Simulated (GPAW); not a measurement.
# F2HSSi (SMILES F[SiH](F)[S]): URPBE/real-space grid (scalar-relativistic datasets)

We compute the charge distribution of F2HSSi. The job is set up through an ASE script.

The results are computed with GPAW 26.7.0.

### 1 The system as given

The species is F2HSSi (5 atoms), typed as a doublet with charge 0. As SMILES, `F[SiH](F)[S]`. The shape is that of a PBE0-D4/def2-TZVP optimisation.

Bond lengths: F1–Si2 1.583 Å, Si2–F3 1.583 Å, Si2–S4 2.103 Å, Si2–H5 1.474 Å. Angles: F1–Si2–F3 105.5°, F1–Si2–S4 111.8°, F3–Si2–S4 111.9°, F1–Si2–H5 110.0°, F3–Si2–H5 110.0°, S4–Si2–H5 107.6°.

### 2 The charge distribution at URPBE/real-space grid (scalar-relativistic datasets)

Contents of run.xyz:

```xyz
5

F     -0.294700    -0.440200     1.515400
Si     0.087400     0.010000     0.046800
F      0.080600     1.592500     0.075600
S     -1.256200    -0.752800    -1.380300
H      1.432800    -0.483300    -0.298900
```

Contents of run.py:

```python
import numpy as np
from ase.io import read
from ase.units import Debye
from gpaw import GPAW

# Set up the molecule
system = read('run.xyz')
system.center(vacuum=4.5)
system.set_initial_magnetic_moments([0.25, 0.25, 0.25, 0.25, 0.0])

# Calculator
calc = GPAW(mode='fd',
            h=0.18,
            occupations={'name': 'fermi-dirac', 'width': 0.01, 'fixmagmom': True},
            xc='RPBE',
            maxiter=100,
            symmetry='off',
            txt='run.txt')
system.calc = calc

energy = system.get_potential_energy()
print(f'Energy: {energy:.5f} eV')
forces = system.get_forces()
print('Forces (eV/Ang)')
for symbol, f in zip(system.symbols, forces):
    print(f'{symbol:2} {f[0]:9.4f} {f[1]:9.4f} {f[2]:9.4f}')
dipole = system.get_dipole_moment() / Debye
print(f'Dipole                  {np.linalg.norm(dipole):.3f} D')
print('Moments:', system.get_magnetic_moments().round(3))
```

Launch:

```bash
$ python3 -u run.py | tee run.out
```

**Question.** What will come out? Wanted: energy as printed; dipole moment; HOMO energy; LUMO energy; largest force on an atom.

Computed results:

Level: URPBE/real-space grid (scalar-relativistic datasets).

| quantity | value |
| --- | --- |
| energy as printed (from the program's reference atoms) | -22.5700 eV |
| dipole moment | 1.06 D |
| HOMO energy (highest over α and β) | -6.90 eV |
| LUMO energy (lowest over α and β) | -6.35 eV |
| largest force on an atom | 1.507 eV/Å |

What this shows: The largest force is 1.51 eV/Å: the shape isn't a stationary point for this species at this level.
